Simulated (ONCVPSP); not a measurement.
# Ni: the cost of one run

Program: ONCVPSP 4.0.1.1 (patched build). Reference atom: PBEsol, scalar-relativistic, spherical and spin-unpolarised. All values are calculated.

## Step 1: Starting point

The settings as typed:

```
element                 : nickel (Ni, Z = 28)
type                    : optimised norm-conserving Vanderbilt (ONCV)
frozen core             : [Ne]
valence charge          : 18
reference configuration : 3s2 3p6 3d8.5 4s1.5
partial waves           : 3s+4s: rc 1.50 bohr, ncon 4, nbas 9, qcut 6.2 1/bohr, 2 projectors; 3p: rc 1.20 bohr, ncon 3, nbas 7, qcut 13.2 1/bohr, 2 projectors, debl 1.8 Ha; 3d: rc 0.85 bohr, ncon 3, nbas 7, qcut 21.4 1/bohr, 1 projector
local potential         : polynomial inside 0.80 bohr (lpopt 1, dvloc0 1 Ha)
core correction         : not asked for
```

The nodes and maxima of the atom's own shells, from an earlier all-electron run, set the scale for the radii.

All-electron outer shells of the reference configuration (PBEsol, scalar-relativistic, ld1.x):

| shell | level (eV) | outermost node (bohr) | outermost maximum (bohr) |
| --- | --- | --- | --- |
| 2p | -841.17 | – | 0.16 |
| 3s | -108.06 | 0.30 | 0.64 |
| 3p | -68.61 | 0.27 | 0.65 |
| 3d | -6.61 | – | 0.63 |
| 4s | -5.05 | 0.92 | 2.29 |
| 4p | -0.93 | 1.01 | 3.38 |

## Step 2: Generation

Input file Ni.dat:

```
# ATOM AND REFERENCE CONFIGURATION
# atsym  z   nc   nv     iexc    psfile
  Ni 28.00    3    4  -116133      upf
#
#   n    l    f
    1    0    2.00
    2    0    2.00
    2    1    6.00
    3    0    2.00
    3    1    6.00
    3    2    8.50
    4    0    1.50
#
# PSEUDOPOTENTIAL AND OPTIMIZATION
# lmax
    2
#
#   l,   rc,      ep,       ncon, nbas, qcut
    0    1.50    0.00    4    9    6.20
    1    1.20    0.00    3    7   13.20
    2    0.85    0.00    3    7   21.40
#
# LOCAL POTENTIAL
# lloc, lpopt,  rc(5),   dvloc0
    4    1    0.80    1.00
#
# VANDERBILT-KLEINMAN-BYLANDER PROJECTORs
# l, nproj, debl
    0    2    0.80
    1    2    1.80
    2    1    2.50
#
# MODEL CORE CHARGE
# icmod, fcfact, rcfact
    0    0.00    0.00
#
# LOG DERIVATIVE ANALYSIS
# epsh1, epsh2, depsh
   -5.00    5.00    0.04
#
# OUTPUT GRID
# rlmax, drl
    6.00    0.01
#
# TEST CONFIGURATIONS
# ncnf
    4
# nvcnf
#   n    l    f
    4
    3    0    2.00
    3    1    6.00
    3    2    8.00
    4    0    2.00
#
    4
    3    0    2.00
    3    1    6.00
    3    2    8.00
    4    0    1.00
#
    4
    3    0    2.00
    3    1    6.00
    3    2    8.00
    4    0    0.00
#
    4
    3    0    2.00
    3    1    6.00
    3    2    6.00
    4    0    0.00
#
```

Run with:

```console
$ oncvpsp.x < Ni.dat > Ni.out
```

**Question.** How long does this run take on 1 thread of Neoverse-N1, shared host?

About 4.5 s.
